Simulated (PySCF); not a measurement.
# SiGeH6 in PySCF: settings compared

The runs below take SiGeH6 through MP2 correlation energy, RPA correlation energy, G0W0 quasiparticle levels, excitation energies (Tamm-Dancoff), CCSD(T) correlation energy, with HF, PBE, PBE0.

All numbers are computed with PySCF 2.14.0; they aren't measurements. Logs are shortened: lines on timing, memory, paths and dates and some standing lists are left out, and cuts for length are marked.

## Step 1: Starting point

The cell holds a molecule in a box, 8 atoms: a = 13.000 Å, b = 13.000 Å, c = 14.000 Å, α = 90.00°, β = 90.00°, γ = 90.00°.

## Step 2: MP2 correlation energy, HF

run.py reads:

```python
import json
import numpy as np
from pyscf.pbc import gto, scf, dft, df
from pyscf.pbc.tools import pyscf_ase
from ase.io import read

atoms = read('SiGeH6.xyz')
cell = pyscf_ase.cell_from_ase(atoms)
cell.basis = '6-31g*'
cell.exp_to_discard = 0
cell.precision = 1e-08
cell.max_memory = 2520  # MB
cell.verbose = 4
cell.build()

res = {}
kpts = cell.make_kpts([1, 1, 1])
mf = scf.KRHF(cell, kpts, exxdiv='ewald')
mf = mf.density_fit()
mf.with_df._cderi = 'cderi.h5'  # three-centre integrals saved by an earlier run on this cell, basis and mesh
mf.conv_tol = 1e-08
mf.max_cycle = 60

mf.kernel()
res.update(converged=bool(mf.converged), e_tot=mf.e_tot, nelec=cell.nelectron, nao=cell.nao, mesh=list(map(int, cell.mesh)), a=cell.lattice_vectors().tolist(), coords=cell.atom_coords().tolist(),
           mo_energy=[np.real(x).tolist() for x in mf.mo_energy], mo_occ=[np.real(x).tolist() for x in mf.mo_occ])
import h5py
print('fit functions by k pair:', sorted({v['0'].shape[0] for v in h5py.File(mf.with_df._cderi)['j3c'].values()}))
res.update(kpts=cell.get_scaled_kpts(kpts).tolist())
res['parts'] = {k: float(np.real(v)) for k, v in mf.scf_summary.items() if np.isscalar(v)}
json.dump(res, open('results.json', 'w'))
if not mf.converged:
    raise SystemExit('SCF not converged')

print('levels (eV)')
for i, kp in enumerate(res['kpts'][:40]):
    print('k %7.4f %7.4f %7.4f  ' % tuple(kp), ' '.join('%.3f' % (x * 27.211386) for x in res['mo_energy'][i][:31]))

# Mulliken populations
dm, s = np.asarray(mf.make_rdm1()), np.asarray(mf.get_ovlp())
sites = cell.aoslice_by_atom()[:, 2:]
tot = np.einsum('kij,kji->i', dm, s).real / len(kpts)
res['mulliken'] = [cell.atom_charge(i) - tot[a0:a1].sum() for i, (a0, a1) in enumerate(sites)]
print('Mulliken charges', np.round(res['mulliken'], 5))

from pyscf.pbc import mp
pt = mp.KMP2(mf, frozen=14)
pt.kernel(with_t2=False)
res.update(e_corr=pt.e_corr, e_ss=getattr(pt, 'e_corr_ss', None), e_os=getattr(pt, 'e_corr_os', None))
res['done'] = True
json.dump(res, open('results.json', 'w'))
```

SiGeH6.xyz reads:

```xyz
8
Lattice="13.0000000000 0.0000000000 0.0000000000 0.0000000000 13.0000000000 0.0000000000 0.0000000000 0.0000000000 14.0000000000" Properties=species:S:1:pos:R:3 pbc="T T T"
Si     5.9665999900      6.9283500000      6.0207499800
Ge     7.0130000200      6.1480499600      8.0083500000
H      4.5884000500      7.3990499700      6.3200499600
H      5.8924999900      5.8334499600      5.0176499800
H      6.7440999600      8.0563499900      5.4435500000
H      7.1023999800      7.2754500000      9.0503499800
H      8.4375999500      5.6513499900      7.7100500400
H      6.2140000000      4.9856500200      8.6210500600
```

Potentials or basis: 6-31g* (all-electron).

Started as:

```console
$ OMP_NUM_THREADS=2 python -u run.py > log
```

Log:

```text
Discarded 0 diffused primitive functions, 0 contracted functions

PySCF version 2.14.0

[INPUT] verbose = 4
[INPUT] num. atoms = 8
[INPUT] num. electrons = 52
[INPUT] charge = 0
[INPUT] spin (= nelec alpha-beta = 2S) = 0
[INPUT] symmetry False subgroup None
[INPUT] Mole.unit = angstrom
[INPUT] Symbol           X                Y                Z      unit          X                Y                Z       unit  Magmom
[INPUT]  1 Si     5.966599990000   6.928350000000   6.020749980000 AA   11.275239875933  13.092683995130  11.377568526681 Bohr   0.0
[INPUT]  2 Ge     7.013000020000   6.148049960000   8.008350000000 AA   13.252649349369  11.618130624543  15.133588209661 Bohr   0.0
[INPUT]  3 H      4.588400050000   7.399049970000   6.320049960000 AA    8.670819444441  13.982178025271  11.943163517968 Bohr   0.0
[INPUT]  4 H      5.892499990000   5.833449960000   5.017649980000 AA   11.135211170102  11.023622785755   9.481984251129 Bohr   0.0
[INPUT]  5 H      6.744099960000   8.056349990000   5.443550000000 AA   12.744501881090  15.224295044742  10.286818645376 Bohr   0.0
[INPUT]  6 H      7.102399980000   7.275450000000   9.050349980000 AA   13.421590789316  13.748607932967  17.102682793663 Bohr   0.0
[INPUT]  7 H      8.437599950000   5.651349990000   7.710050040000 AA   15.944753054144  10.679503715164  14.569882982292 Bohr   0.0
[INPUT]  8 H      6.214000000000   4.985650020000   8.621050060000 AA   11.742758138047   9.421513090732  16.291423519565 Bohr   0.0

nuclear repulsion = 22.6736059107465
number of shells = 32
number of NR pGTOs = 170
number of NR cGTOs = 62
basis = 6-31g*
ecp = {}
lattice vectors  a1 [24.566439619, 0.000000000, 0.000000000]
                 a2 [0.000000000, 24.566439619, 0.000000000]
                 a3 [0.000000000, 0.000000000, 26.456165744]
dimension = 3
low_dim_ft_type = None
Cell volume = 15966.6
exp_to_discard = 0
rcut = 29.524367151608605 (nimgs = [2 2 2])
precision = 1e-08
pseudo = None
ke_cutoff = 6153476.388535032
    = [27435 27435 29545] mesh (22237907702625 PWs)

******** <class 'pyscf.pbc.scf.khf.KRHF'> ********
method = KRHF
initial guess = minao
damping factor = 0
level_shift factor = 0
DIIS = <class 'pyscf.scf.diis.CDIIS'>
diis_start_cycle = 1
diis_space = 8
diis_damp = 0
SCF conv_tol = 1e-08
SCF conv_tol_grad = None
SCF max_cycles = 60
direct_scf = True
direct_scf_tol = 1e-13

******** PBC SCF flags ********
N kpts = 1
Exchange divergence treatment (exxdiv) = ewald
    madelung (= occupied orbital energy shift) = 0.11246591248890078
    Total energy shift due to Ewald probe charge = -1/2 * Nelec*madelung = -2.92411372471
DF object = <pyscf.pbc.df.df.GDF object>
Set gradient conv threshold to 0.0001

******** <class 'pyscf.pbc.df.rsdf_builder._RSNucBuilder'> ********
mesh = [47 47 51] (112659 PWs)
ke_cutoff = 17.302185920816544
omega = 0.5229654415994075
exclude_d_aux = False
exclude_dd_block = True
j2c_eig_always = False
has_long_range = True
init E= -2366.35786192529
  HOMO = -0.27749801056  LUMO = 0.105858183303  gap/eV = 10.43165
cycle= 1 E= -2366.90922032186  delta_E= -0.551  |g|= 0.347  |ddm|= 2.19
  HOMO = -0.408350816576  LUMO = 0.12423046743  gap/eV = 14.49227
cycle= 2 E= -2366.9377505883  delta_E= -0.0285  |g|= 0.203  |ddm|= 0.422
  HOMO = -0.389819515986  LUMO = 0.13695544352  gap/eV = 14.33428
cycle= 3 E= -2366.94231099831  delta_E= -0.00456  |g|= 0.0357  |ddm|= 0.101
  HOMO = -0.38508484255  LUMO = 0.143296240022  gap/eV = 14.37798
cycle= 4 E= -2366.94303127355  delta_E= -0.00072  |g|= 0.00539  |ddm|= 0.077
  HOMO = -0.388471960794  LUMO = 0.1424255675  gap/eV = 14.44646
cycle= 5 E= -2366.94305098564  delta_E= -1.97e-05  |g|= 0.00112  |ddm|= 0.0141
  HOMO = -0.388462835892  LUMO = 0.142422013043  gap/eV = 14.44611
cycle= 6 E= -2366.9430521678  delta_E= -1.18e-06  |g|= 0.000222  |ddm|= 0.00396
  HOMO = -0.388483399542  LUMO = 0.142451823979  gap/eV = 14.44748
cycle= 7 E= -2366.94305220701  delta_E= -3.92e-08  |g|= 3.54e-05  |ddm|= 0.0008
  HOMO = -0.388481741302  LUMO = 0.142451806708  gap/eV = 14.44744
cycle= 8 E= -2366.94305220792  delta_E= -9.06e-10  |g|= 5.29e-06  |ddm|= 0.00014
  HOMO = -0.388481184167  LUMO = 0.142451716164  gap/eV = 14.44742
Extra cycle  E= -2366.94305220794  delta_E= -2.18e-11  |g|= 2.29e-06  |ddm|= 1.71e-05
converged SCF energy = -2366.94305220794
fit functions by k pair: [421]
levels (eV)
k  0.0000  0.0000  0.0000   -11028.887 -1870.783 -1421.435 -1260.639 -1260.638 -1260.638 -196.658 -166.397 -141.494 -141.493 -141.478 -114.837 -114.837 -114.833 -41.965 -41.965 -41.906 -41.841 -41.841 -20.457 -18.264 -13.210 -13.208 -12.316 -12.315 -10.571 3.876 4.268 4.272 5.584 5.793
Mulliken charges [ 0.45018  0.0022  -0.13026 -0.13008 -0.13014 -0.02052 -0.02077 -0.02062]

******** <class 'pyscf.pbc.mp.kmp2.KMP2'> ********
nkpts = 1
nocc = 12
nmo = 48
with_df_ints = True
frozen orbitals = 14
E(KMP2) = -2367.28629310967  E_corr = -0.343240901730478
E(SCS-KMP2) = -2367.26888153148  E_corr = -0.325829323535548
E_corr(same-spin) = -0.0992997213934911
E_corr(oppo-spin) = -0.243941180336987
```

Wall time 12 s (2 threads of Intel Xeon at 2.70GHz, shared host); peak memory 1.9 GiB.

Results:

| Property | Result |
| --- | --- |
| Free energy | -64407.8016 eV |
| Gap between the frontier levels | 14.45 eV |
| Mulliken charges | Si +0.45; Ge +0.00; H -0.13, -0.02 e |
| MP2 correlation energy per cell | -9.340 eV |

Caveat: the basis is small and the box finite, so much correlation energy is missing and levels can be off by tenths of an eV; Mulliken charges move with the basis; this is a molecule in a periodic box at the Γ point, so its band gap is the HOMO-LUMO gap; total energy, band gap and charges are those of the mean-field reference; relativity is left out, which matters for the heavier elements; the basis of atomic orbitals isn't converged, which shifts pressures, moduli and gaps.

## Step 3: RPA correlation energy, PBE

run.py: that of step 2 with these lines changed.

```diff
@@ -17,3 +17,3 @@
 kpts = cell.make_kpts([1, 1, 1])
-mf = scf.KRHF(cell, kpts, exxdiv='ewald')
+mf = dft.KRKS(cell, kpts, xc='pbe')
 mf = mf.density_fit()
@@ -45,6 +45,9 @@
 
-from pyscf.pbc import mp
-pt = mp.KMP2(mf, frozen=14)
-pt.kernel(with_t2=False)
-res.update(e_corr=pt.e_corr, e_ss=getattr(pt, 'e_corr_ss', None), e_os=getattr(pt, 'e_corr_os', None))
+from pyscf.pbc.gw.krpa import KRPA
+rpa = KRPA(mf, frozen=14)
+rpa.kernel()
+res.update(e_corr=rpa.e_corr, e_hf=rpa.e_hf, e_rpa=rpa.e_tot)
+rpa.fc = True  # again, with the correction for q -> 0
+rpa.kernel()
+res['e_corr_fc'] = rpa.e_corr
 res['done'] = True
```

SiGeH6.xyz is that of step 2.

Potentials or basis: 6-31g* (all-electron).

Started as:

```console
$ OMP_NUM_THREADS=2 python -u run.py > log
```

Log:

```text
Discarded 0 diffused primitive functions, 0 contracted functions

PySCF version 2.14.0

[INPUT] verbose = 4
[INPUT] num. atoms = 8
[INPUT] num. electrons = 52
[INPUT] charge = 0
[INPUT] spin (= nelec alpha-beta = 2S) = 0
[INPUT] symmetry False subgroup None
[INPUT] Mole.unit = angstrom
[INPUT] Symbol           X                Y                Z      unit          X                Y                Z       unit  Magmom
[INPUT]  1 Si     5.966599990000   6.928350000000   6.020749980000 AA   11.275239875933  13.092683995130  11.377568526681 Bohr   0.0
[INPUT]  2 Ge     7.013000020000   6.148049960000   8.008350000000 AA   13.252649349369  11.618130624543  15.133588209661 Bohr   0.0
[INPUT]  3 H      4.588400050000   7.399049970000   6.320049960000 AA    8.670819444441  13.982178025271  11.943163517968 Bohr   0.0
[INPUT]  4 H      5.892499990000   5.833449960000   5.017649980000 AA   11.135211170102  11.023622785755   9.481984251129 Bohr   0.0
[INPUT]  5 H      6.744099960000   8.056349990000   5.443550000000 AA   12.744501881090  15.224295044742  10.286818645376 Bohr   0.0
[INPUT]  6 H      7.102399980000   7.275450000000   9.050349980000 AA   13.421590789316  13.748607932967  17.102682793663 Bohr   0.0
[INPUT]  7 H      8.437599950000   5.651349990000   7.710050040000 AA   15.944753054144  10.679503715164  14.569882982292 Bohr   0.0
[INPUT]  8 H      6.214000000000   4.985650020000   8.621050060000 AA   11.742758138047   9.421513090732  16.291423519565 Bohr   0.0

nuclear repulsion = 22.6736059107465
number of shells = 32
number of NR pGTOs = 170
number of NR cGTOs = 62
basis = 6-31g*
ecp = {}
lattice vectors  a1 [24.566439619, 0.000000000, 0.000000000]
                 a2 [0.000000000, 24.566439619, 0.000000000]
                 a3 [0.000000000, 0.000000000, 26.456165744]
dimension = 3
low_dim_ft_type = None
Cell volume = 15966.6
exp_to_discard = 0
rcut = 29.524367151608605 (nimgs = [2 2 2])
precision = 1e-08
[... 48 lines left out ...]
init E= -2368.91082746416
  HOMO = -0.278782025841  LUMO = -0.0159877341034  gap/eV = 7.15100
nelec by numeric integration = 51.99999931561193
cycle= 1 E= -2369.27338972674  delta_E= -0.363  |g|= 0.501  |ddm|= 2.32
  HOMO = -0.253696180405  LUMO = 0.00259923328761  gap/eV = 6.97415
nelec by numeric integration = 51.999997974975905
cycle= 2 E= -2369.26224359555  delta_E= 0.0111  |g|= 0.625  |ddm|= 0.403
  HOMO = -0.244782917682  LUMO = 0.00856946800917  gap/eV = 6.89407
nelec by numeric integration = 51.999998750306304
cycle= 3 E= -2369.29502275993  delta_E= -0.0328  |g|= 0.0264  |ddm|= 0.301
  HOMO = -0.251613713106  LUMO = 0.00407948737511  gap/eV = 6.95777
nelec by numeric integration = 51.99999873878525
cycle= 4 E= -2369.29524825164  delta_E= -0.000225  |g|= 0.00931  |ddm|= 0.0662
  HOMO = -0.25091580642  LUMO = 0.00443137403899  gap/eV = 6.94835
nelec by numeric integration = 51.99999874639527
cycle= 5 E= -2369.29528043798  delta_E= -3.22e-05  |g|= 0.00101  |ddm|= 0.0186
  HOMO = -0.250864479409  LUMO = 0.00451004523868  gap/eV = 6.94909
nelec by numeric integration = 51.99999874514868
cycle= 6 E= -2369.29528092378  delta_E= -4.86e-07  |g|= 0.000152  |ddm|= 0.00209
  HOMO = -0.250878749739  LUMO = 0.00449679125684  gap/eV = 6.94912
nelec by numeric integration = 51.99999874525048
cycle= 7 E= -2369.29528093289  delta_E= -9.11e-09  |g|= 4.11e-05  |ddm|= 0.00032
  HOMO = -0.250866636434  LUMO = 0.00450399935399  gap/eV = 6.94899
nelec by numeric integration = 51.99999874527904
Extra cycle  E= -2369.29528093259  delta_E= 2.96e-10  |g|= 5.01e-05  |ddm|= 0.00014
converged SCF energy = -2369.29528093259
fit functions by k pair: [421]
levels (eV)
k  0.0000  0.0000  0.0000   -10803.601 -1779.352 -1338.032 -1191.526 -1191.522 -1191.522 -162.575 -137.186 -113.979 -113.979 -113.976 -93.937 -93.922 -93.922 -29.287 -29.286 -29.251 -29.213 -29.212 -13.977 -12.316 -8.486 -8.485 -7.794 -7.793 -6.826 0.123 0.382 0.382 1.398 2.196
Mulliken charges [ 0.12292 -0.24758 -0.02436 -0.02428 -0.02428  0.06591  0.06581  0.06586]

******** <class 'pyscf.pbc.gw.krpa.KRPA'> ********
method = KRPA
RPA nocc = 12, nvir = 36, nkpts = 1
frozen orbitals = 14
grid type = legendre
outcore mode = False
RPA finite size corrections = False
ACFD exchange energy = False

******** <class 'pyscf.pbc.gw.krpa.KRPA'> ********
method = KRPA
RPA nocc = 12, nvir = 36, nkpts = 1
frozen orbitals = 14
grid type = legendre
outcore mode = False
RPA finite size corrections = True
ACFD exchange energy = False
```

It took 43 s on 2 threads of Intel Xeon at 2.70GHz, shared host; peak memory 1.9 GiB.

Results:

```yaml
Free_energy: -64471.8090 eV
Gap_between_the_frontier_levels_mean-field_level: 6.95 eV
Mulliken_charges: Si +0.12; Ge -0.25; H -0.02, +0.07 e
RPA_correlation_energy: -1.835 eV/atom
RPA_correlation_energy_per_cell: -14.684 eV
```

Levels at points of the mesh, in eV from the valence-band top:
```csv
k point,band 23,band 24,band 25,band 26,band 27,band 28,band 29,band 30
"(0.00, 0.00, 0.00)",-1.66,-0.97,-0.97,0.00,6.95,7.21,7.21,8.22
```

Caveat: the basis is small and the box finite, so much correlation energy is missing and levels can be off by tenths of an eV; Mulliken charges move with the basis; this is a molecule in a periodic box at the Γ point, so its band gap is the HOMO-LUMO gap; total energy, band gap and charges are those of the mean-field reference; relativity is left out, which matters for the heavier elements; the basis of atomic orbitals isn't converged, which shifts pressures, moduli and gaps.

(Continued in part 2 of 2.)
